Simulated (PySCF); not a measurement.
**GeHF (SMILES [F][GeH]): B2PLYP/STO-6G**

What is the vertical singlet–triplet gap of GeHF at B2PLYP/STO-6G? The job is set up through a Python script.

The results are computed with PySCF 2.14.0.

4 further runs of the same task are left out: 4 set aside as unsound or not needed.

**1. The structure to begin with**

GeHF: 3 atoms, total charge 0, spin state singlet. As SMILES, `[F][GeH]`. The shape is that of a PBE0-D4/def2-TZVP optimisation.

Bond lengths: F1–Ge2 1.757 Å, Ge2–H3 1.609 Å. Angles: F1–Ge2–H3 94.2°.

**2. The energy at B2PLYP/STO-6G**

The input, input.py:

```python
# [F][GeH]
from pyscf import gto, dft, mp

system = gto.M(
    atom='''
F        0.672100       1.012600       0.469700
Ge      -0.657900       0.195200      -0.335600
H       -0.025200      -1.272700      -0.147400
''',
    max_memory=1860,
    charge=0,
    verbose=3,
    spin=0,
    basis='sto-6g',
)

calc0 = dft.RKS(system)
calc0.xc = '0.53*HF + 0.47*B88, 0.73*LYP'
calc0.grids.level = 5
calc0.conv_tol = 1e-10
calc0.kernel()
if not calc0.converged:
    calc0 = calc0.newton().run(calc0.mo_coeff, calc0.mo_occ)

pt = mp.MP2(calc0, frozen=10).run()
energy = calc0.e_tot + 0.27 * pt.e_corr
print('PT2 part  %.8f' % (0.27 * pt.e_corr))
print('E(%s) = %.9f' % ('B2PLYP', energy))
```

The run is started by

```sh
$ OMP_NUM_THREADS=1 python input.py
```

What it wrote:

```text
converged SCF energy = -2165.00522764898
E(RMP2) = -2165.09691696296  E_corr = -0.0916893139806203
E(SCS-RMP2) = -2165.10140649001  E_corr = -0.0961788410280288
PT2 part  -0.02475611
E(B2PLYP) = -2165.029983764
```

Wall time 5.4 s (1 thread of Arm Neoverse N1, shared host); peak memory 0.2 GiB.

**3. The triplet at the same level**

The input, job.py:

```python
from pyscf import gto, dft, mp

mol = gto.Mole()
mol.atom = 'F 0.672100 1.012600 0.469700; Ge -0.657900 0.195200 -0.335600; H -0.025200 -1.272700 -0.147400'
mol.max_memory = 1860
mol.verbose = 3
mol.spin = 2
mol.basis = 'sto-6g'
mol.build()

ks = dft.UKS(mol, xc='0.53*HF + 0.47*B88, 0.73*LYP')
ks.grids.level = 5
ks.conv_tol = 1e-10
ks.kernel()
if not ks.converged:
    ks = ks.newton().run(ks.mo_coeff, ks.mo_occ)

pt = mp.MP2(ks, frozen=10).run()
etot = ks.e_tot + 0.27 * pt.e_corr
print('PT2 part  %.8f' % (0.27 * pt.e_corr))
print('Final energy', etot)
```

The run is started by

```sh
$ OMP_NUM_THREADS=1 python job.py
```

What it wrote:

```text
WARN: HOMO -0.300488410744864 >= LUMO -0.452819643330163

converged SCF energy = -2164.93805144517  <S^2> = 2.0051547  2S+1 = 3.0034345
E(UMP2) = -2165.01013555946  E_corr = -0.072084114290646
E(SCS-UMP2) = -2165.01014830197  E_corr = -0.0720968568043475
PT2 part  -0.01946271
Final energy -2164.957514156029
```

Run time: 9.9 s. Hardware: 1 thread of Arm Neoverse N1, shared host; peak memory 0.21 GiB.

**4. What came out**

Level: B2PLYP/STO-6G, 10 core orbitals frozen.

| quantity | value |
| --- | --- |
| singlet: total energy | -2165.02998 Eh |
| singlet: dipole moment (SCF part) | 0.36 D |
| singlet: HOMO energy (SCF part's orbitals) | -4.73 eV |
| singlet: LUMO energy (SCF part's orbitals) | 2.32 eV |
| singlet: HOMO–LUMO gap (SCF part's orbitals) | 7.05 eV |
| triplet: total energy | -2164.95751 Eh |
| triplet: dipole moment (SCF part) | 1.27 D |
| triplet: HOMO energy (SCF part's orbitals) (highest over α and β) | -2.95 eV |
| triplet: LUMO energy (SCF part's orbitals) (lowest over α and β) | 0.42 eV |
| triplet: ⟨S²⟩ | 2.005 |
| vertical energy of the triplet above the singlet | 1.972 eV |

In words: At this shape the triplet lies 1.97 eV (190 kJ/mol) above the singlet. In a minimal basis such a difference can be off by several eV, whatever the method. Mulliken charges (singlet) run from -0.25 on F1 to +0.44 on Ge2. Mulliken charges (triplet) run from -0.22 on F1 to +0.32 on Ge2.
